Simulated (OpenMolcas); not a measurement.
# Mn⁴⁺ among point charges: CASSCF and CASPT2 levels and susceptibility

How does a field of 6 point charges split the states of Mn⁴⁺, and what χT follows?

Program: OpenMolcas 26.06. Level of theory: state-averaged CASSCF and CASPT2, spin-orbit coupling by RASSI with atomic mean-field integrals. These are calculated values, not measurements, unless marked.

### Step 1. The atom as given

```
Species                           : Mn⁴⁺ (manganese, Z = 25, 21 electrons)
Basis                             : ANO-RCC-VDZP [5s4p2d1f], 34 functions
Scalar Hamiltonian                : DKH2, point nucleus
Inactive shells                   : 1s 2s 2p 3s 3p
Active space                      : 3 electrons in 5 orbitals (3d)
Some configurations of this space : 3d3
Orbitals                          : optimised for each spin and parity, averaged over all roots
```

Outer shells as boxes (Hund's rule):

3d3
```
3d [↑ ][↑ ][↑ ][  ][  ]
```

The ion sits among 6 point charges of -1 e arranged as a trigonal antiprism (D3d), 1.76 Å from the ion, with a polar angle of 59.7° against the regular 54.74°.

The work runs as a chain of OpenMolcas steps in one folder; each step below is one input file. Labels, J, g values, rates, χT and fits are worked out afterwards by a script from the matrices that RASSI stores. The input lists half of the charges; inversion (Group=XYZ) makes the rest.

### Step 2. Basis and integrals

a.inp

```
&GATEWAY
Coord
1

Mn 0.0 0.0 0.0
Basis=ANO-RCC-VDZP
Group=XYZ
NoMove
AngMom=0.0 0.0 0.0
AMFI
XField
3 Angstrom 0
0.000000 1.518984 0.888981 -1.000000
1.315479 -0.759492 0.888981 -1.000000
1.315479 0.759492 -0.888981 -1.000000
&SEWARD
```

The run is started by

```console
> OMP_NUM_THREADS=1 MOLCAS_MEM=1689 MOLCAS_PROJECT=a pymolcas a.inp > a.log
```

### Step 3. CASSCF: quartets of even parity, 10 roots

a.inp

```
&RASSCF
FileOrb=start.orb
Symmetry=1
Spin=4
nActEl=3 0 0
Inactive=3 6
Ras2=5 0
CIRoot=10 10 1
SDav=10
CIMx=300
Iter=120 100
PrWF=0.3
OrbListing=Nothing
MaxOrb=0
>>> COPY $Project.JobIph JOB001
```

start.orb holds the contracted functions of the basis, ordered by shell, or the orbitals of the step before.

### Step 4. CASSCF: doublets of even parity, 40 roots

a.inp

```
&RASSCF
FileOrb=start.orb
Symmetry=1
Spin=2
nActEl=3 0 0
Inactive=3 6
Ras2=5 0
CIRoot=40 40 1
SDav=40
CIMx=300
Iter=120 100
PrWF=0.3
OrbListing=Nothing
MaxOrb=0
>>> COPY $Project.JobIph JOB002
```

### Step 5. RASSI: spin-orbit coupling between the states

a.inp

```
&RASSI
NrOfJobIphs=2 10 40
1 2 3 4 5 6 7 8 9 10
1 2 3 4 5 6 7 8 9 10 11 12 13 14 15 16 17 18 19 20 21 22 23 24 25 26 27
28 29 30 31 32 33 34 35 36 37 38 39 40
IphNames
JOB001
JOB002
EJob
SpinOrbit
DIPRint=1.0
SOCoupling=1000.0
Subsets=2
Property=9
'ANGMOM' 1 'ANGMOM' 2 'ANGMOM' 3 'MLTPL  1' 1 'MLTPL  1' 2 'MLTPL  1' 3
'AMFI' 1 'AMFI' 2 'AMFI' 3
SOProperty=3
'ANGMOM' 1 'ANGMOM' 2 'ANGMOM' 3
```

### Step 6. CASPT2: IPEA 0.25, imaginary shift 0.1 (closed shells correlated: 3s 3p)

a.inp

```
>>> COPY JOB001 $Project.JobIph
&CASPT2
Multistate=10 1 2 3 4 5 6 7 8 9 10
NoMult
Frozen=2 3
IPEA=0.25
Imaginary=0.1
MaxIter=60
WThr=0.0 0.3 0.05
PrWF=0.5
NoMix
>>> COPY JOB002 $Project.JobIph
&CASPT2
Multistate=40 1 2 3 4 5 6 7 8 9 10 11 12 13 14 15 16 17 18 19 20 21 22
23 24 25 26 27 28 29 30 31 32 33 34 35 36 37 38 39 40
NoMult
Frozen=2 3
IPEA=0.25
Imaginary=0.1
MaxIter=60
WThr=0.0 0.3 0.05
PrWF=0.5
NoMix
```

(Steps that only read results are left out.)

**Question.** What will these runs give? Wanted: spin-free ground state; first state of the same spin within the active space; lowest level; next level.

The runs gave:

| quantity | value |
| --- | --- |
| method | SS-CASPT2, IPEA 0.25, imaginary shift 0.1 (closed shells correlated: 3s 3p) |
| spin-free ground state | 4A2, 1-fold in its orbital part |
| first state of the same spin within the active space | 4A1 at 1210 cm⁻¹ |
| lowest level | 2-fold E3/2, g = 0.00, 0.00, 2.96 |
| next level | 102.0 cm⁻¹ |
| χT at 300 K | 1.13 cm³ K/mol |
| effective moment at 300 K | 3.01 μB |

Cost by method:

| method | time of its own steps | time with the reference |
| --- | --- | --- |
| A. CASSCF | 11 s | 11 s |
| B. SS-CASPT2, IPEA 0.25, imaginary shift 0.1, +3s 3p | 3.3 s | 14 s |

Times are of one thread on a shared host.

In words: The spin-free ground state (4A2) comes to 100 % from free-ion F terms and keeps the highest spin of the shell. χT at 300 K is 1.13, against 1.88 cm³ K/mol for the spin alone, so spin-orbit coupling lowers it. CASPT2 does not keep the components of a term degenerate, and the means are used. The field of point charges can differ much from that of real complexes. Point charges carry no covalency, so the field is a model and not that of real ligands.
